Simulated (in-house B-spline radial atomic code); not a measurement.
**Cu¹⁶⁺: a test of the first knot**

Aim: see how the result and the number of iterations for Cu¹⁶⁺ depend on the first knot.

Method: Dirac-Hartree-Fock, average of configuration, Fermi nucleus, basis-set limit. Code: in-house B-spline radial atomic code version 1.

## Step 1: Starting point

```
element       : copper (Z = 29)
charge        : +16
electrons     : 13
configuration : [Ne] 3s2 3p1
Hamiltonian   : Dirac-Coulomb
nucleus       : Fermi, rms radius 3.882 fm
```

Outer shells as boxes (Hund's rule):

[Ne] 3s2 3p1
```
[Ne] core
3s [↑↓]
3p [↑ ][  ][  ]
```

The boxes draw the filling by Hund's rule, which heavy ions in jj coupling don't follow; these runs average over all states of the configuration.

A run counts as converged when the orbital gradient is under the tolerance times 29 hartree (or under the basis's noise floor) and the energy moved by less than 1e-8 hartree times the root of its size. Energy differences under 5e-06 hartree are noise.

Input settings:

```ini
Z = 29
electrons = 13.0
configuration = [Ne] 3s2 3p1
hamiltonian = dirac
method = hf
spin_polarised = False
nucleus = fermi
rms_radius = 3.8823
mass_number = 63
atomic_mass = 62.929597119
speed_of_light = 137.035999084
knot_spacing = 0.22
spline_order = 8
gauss_points = 12
box_radius = 3.59
max_iterations = 70
damping = 0.5
damped_steps = 3
diis_vectors = 10
tolerance = 1e-08
start = Thomas-Fermi
```

This reference run was done before. Its total energy is -1525.267718 hartree, and its levels are (the highest eight at most):

```csv
orbital,occupation,energy (eV),<r> (bohr)
1s1/2,2,-9639.11,0.05208
2s1/2,2,-1700.01,0.2307
2p1/2,2,-1556.34,0.2012
2p3/2,4,-1535.13,0.2043
3s1/2,2,-592.65,0.5984
3p1/2,0.333333,-555.70,0.5860
3p3/2,0.666667,-551.41,0.5908
```

## Step 2: First knot 3.45e-06

Input settings:

```ini
Z = 29
electrons = 13.0
configuration = [Ne] 3s2 3p1
hamiltonian = dirac
method = hf
spin_polarised = False
nucleus = fermi
rms_radius = 3.8823
mass_number = 63
atomic_mass = 62.929597119
speed_of_light = 137.035999084
knot_spacing = 0.22
spline_order = 8
gauss_points = 12
box_radius = 3.59
first_knot = 3.45e-06
max_iterations = 70
damping = 0.5
damped_steps = 3
diis_vectors = 10
tolerance = 1e-08
start = Thomas-Fermi
```

Run with:

```bash
$ python run_scf.py task.json out
```

One command runs all members of the session, one after another, from task.json.

## Step 3: First knot 3.45e-05

Settings: those of step 2 with these lines changed.

```diff
@@ -15,3 +15,3 @@
 box_radius = 3.59
-first_knot = 3.45e-06
+first_knot = 3.45e-05
 max_iterations = 70
```

## Step 4: First knot 0.000345

Settings: those of step 3 with these lines changed.

```diff
@@ -15,3 +15,3 @@
 box_radius = 3.59
-first_knot = 3.45e-05
+first_knot = 0.000345
 max_iterations = 70
```

## Step 5: First knot 0.00345

Settings: those of step 4 with these lines changed.

```diff
@@ -15,3 +15,3 @@
 box_radius = 3.59
-first_knot = 0.000345
+first_knot = 0.00345
 max_iterations = 70
```

## Step 6: First knot 0.0103

Settings: those of step 5 with these lines changed.

```diff
@@ -15,3 +15,3 @@
 box_radius = 3.59
-first_knot = 0.00345
+first_knot = 0.0103
 max_iterations = 70
```

## Step 7: First knot 0.0345

Settings: those of step 6 with these lines changed.

```diff
@@ -15,3 +15,3 @@
 box_radius = 3.59
-first_knot = 0.0103
+first_knot = 0.0345
 max_iterations = 70
```

## Step 8: First knot 0.103

Settings: those of step 7 with these lines changed.

```diff
@@ -15,3 +15,3 @@
 box_radius = 3.59
-first_knot = 0.0345
+first_knot = 0.103
 max_iterations = 70
```

Before running: Which of these runs converge to the reference energy, which miss it and by about how much, and which fail?

As calculated:

| run | outcome | iterations | energy less the reference (hartree) |
| --- | --- | --- | --- |
| reference | converged | 8 | 0 |
| first knot 3.45e-06 | converged | 7 | below noise |
| first knot 3.45e-05 | converged | 8 | below noise |
| first knot 0.000345 | converged | 8 | -0.000157 |
| first knot 0.00345 | converged | 8 | -0.00471 |
| first knot 0.0103 | converged | 8 | +0.0139 |
| first knot 0.0345 | converged | 8 | +0.271 |
| first knot 0.103 | converged | 8 | +3.96 |

Of 7 changed inputs, 2 gave the reference energy within 1e-05 hartree and 5 converged to another value. The worst converged miss is +3.96 hartree (first knot 0.103): the first knot lies too far out to describe the region near the nucleus.
